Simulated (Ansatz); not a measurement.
**ClFH3InOSi: a ladder of functionals and wavefunction methods**

How much do the methods differ for ClFH3InOSi? The plan is to run it at one geometry with functionals of several rungs and with coupled cluster. The yardstick is the atomisation energy at the CCSD(T) limit.

Program: Ansatz 0.2.0, Gaussian basis. Level of theory: functionals in def2-TZVPP, the program's frozen cores in correlated methods. These are calculated values, not measurements.

Levels to be run: LDA (SPW92), PBE-D4, revPBE-D4, BLYP-D4, r2SCAN-D4, B97M-V, PBE0-D4, B3LYP-D4, r2SCANh-D4, r2SCAN0-D4, HSE06-D4, BHLYP-D4, CAM-B3LYP-D4, LC-ωPBE, ωB97X-V, ωB97M-V, B2PLYP, PBE-QIDH; CCSD(T)/def2-SVP; CCSD(T)/def2-TZVPP; MP2/def2-QZVPP; extrapolation to the limit; RPA on PBE.

### 1 Structure used throughout

An earlier PBE0-D4 in a triple-zeta def2 set relaxation fixed the geometry. In takes the def2 core potential; no spin-orbit term is included.

SMILES `[F][In]([Cl])[O][SiH3]`, 8 atoms, charge 0, spin multiplicity 1.

Atoms are counted from 1 here; the program's logs count them from 0.

Bond lengths: F1–In2 1.932 Å, In2–Cl3 2.279 Å, In2–O4 1.947 Å, O4–Si5 1.641 Å, Si5–H6 1.489 Å, Si5–H7 1.488 Å, Si5–H8 1.485 Å. Angles: F1–In2–Cl3 119.9°, F1–In2–O4 116.1°, Cl3–In2–O4 124.0°, In2–O4–Si5 136.1°, O4–Si5–H6 111.0°, O4–Si5–H7 111.0°, O4–Si5–H8 107.8°, H6–Si5–H7 108.4°, H6–Si5–H8 109.3°, H7–Si5–H8 109.3°.

Geometry (Å):

```
atom     x (Å)     y (Å)     z (Å)
  F1   0.00057  -2.08301   1.78650
 In2   1.20660  -1.24680   0.52924
 Cl3   3.32698  -2.04591   0.28280
  O4   0.49210   0.26574  -0.46614
 Si5  -0.93037   1.08262  -0.51533
  H6  -1.27633   1.63367   0.82364
  H7  -2.03986   0.19462  -0.95805
  H8  -0.77970   2.19908  -1.48265
```

### 2 LDA

This LDA is Slater exchange with PW92 correlation.

The input, in.yaml:

```yaml
crystal:
  periodic: [false, false, false]
  atoms:
    - {symbol: F, position_ang: [0.000575, -2.083008, 1.786498]}
    - {symbol: In, position_ang: [1.206599, -1.246801, 0.529235]}
    - {symbol: Cl, position_ang: [3.326977, -2.045913, 0.282801]}
    - {symbol: O, position_ang: [0.492104, 0.265744, -0.466142]}
    - {symbol: Si, position_ang: [-0.930367, 1.082617, -0.515333]}
    - {symbol: H, position_ang: [-1.276327, 1.633672, 0.823637]}
    - {symbol: H, position_ang: [-2.039864, 0.194616, -0.958047]}
    - {symbol: H, position_ang: [-0.779697, 2.199082, -1.482649]}
basis:
  gaussian: {orbitals: def2-TZVPP}
hamiltonian: {xc: lda}
output: {orbitals: {seedname: orbitals}}
```

Further steps of the session: PBE-D4 (GGA); revPBE-D4 (GGA); BLYP-D4 (GGA); r2SCAN-D4 (meta-GGA); B97M-V (meta-GGA); PBE0-D4 (hybrid); B3LYP-D4 (hybrid); r2SCANh-D4 (hybrid); r2SCAN0-D4 (hybrid); HSE06-D4 (hybrid); BHLYP-D4 (hybrid); CAM-B3LYP-D4 (range-separated); LC-ωPBE (range-separated); ωB97X-V (range-separated); ωB97M-V (range-separated); B2PLYP (double hybrid); PBE-QIDH (double hybrid); CCSD(T) in def2-SVP; CCSD(T) in def2-TZVPP; MP2 in def2-QZVPP; RPA on PBE orbitals.

**Question.** What will the summary of the whole plan be? Wanted: atomisation energy, CCSD(T)/CBS; farthest beyond LDA; mean size of error, GGA; mean size of error, meta-GGA; mean size of error, hybrid; mean size of error, range-separated; mean size of error, double hybrid; gap, smallest and largest; T1 diagnostic.

The runs gave:

| quantity | value |
| --- | --- |
| atomisation energy, CCSD(T)/CBS | 600.7 kcal/mol |
| functionals within 6.0 kcal/mol (1.0 %) | B97M-V, ωB97X-V |
| farthest beyond LDA | BHLYP-D4 (-33.7 kcal/mol) |
| mean size of error, GGA | 16.5 kcal/mol |
| mean size of error, meta-GGA | 5.1 kcal/mol |
| mean size of error, hybrid | 20.8 kcal/mol |
| mean size of error, range-separated | 6.5 kcal/mol |
| mean size of error, double hybrid | 17.1 kcal/mol |
| gap, smallest and largest | 3.45 eV (LDA (SPW92)), 11.16 eV (LC-ωPBE) |
| T1 diagnostic | 0.0153 |
| triples share of the correlation energy | 3.3 % |

**Reading.** The LDA atomisation energy is off by 74.9 kcal/mol (12 %): it overbinds. PBE-D4 is off by -7.3 kcal/mol. Double hybrids carry the basis error of their MP2 part in triple zeta, and no dispersion term here, so their miss is partly the set-up's. Taken by rung, meta-GGA functionals do best (5.1 kcal/mol on average) and hybrid ones worst beyond LDA (20.8 kcal/mol). The gap between the best rungs is small, so their order is not settled. The mean of the hybrids holds BHLYP, with half exact exchange. Misses under about 6.0 kcal/mol are within the doubt on the reference itself, which lacks core-valence correlation, spin-orbit coupling and higher excitations, and its outer-core shells are covered unevenly. All levels share the lack of spin-orbit coupling, which lowers the free heavy atoms and so the true binding. Hartree-Fock recovers 71 % of the binding; the rest is correlation. CCSD(T) in def2-SVP is off by -54.4 kcal/mol, so the small basis spoils what the method gains. Orbital gaps span 3.4 to 11.2 eV; exact exchange widens them. Correlated methods include outer-core shells of In, which these sets cover unevenly.
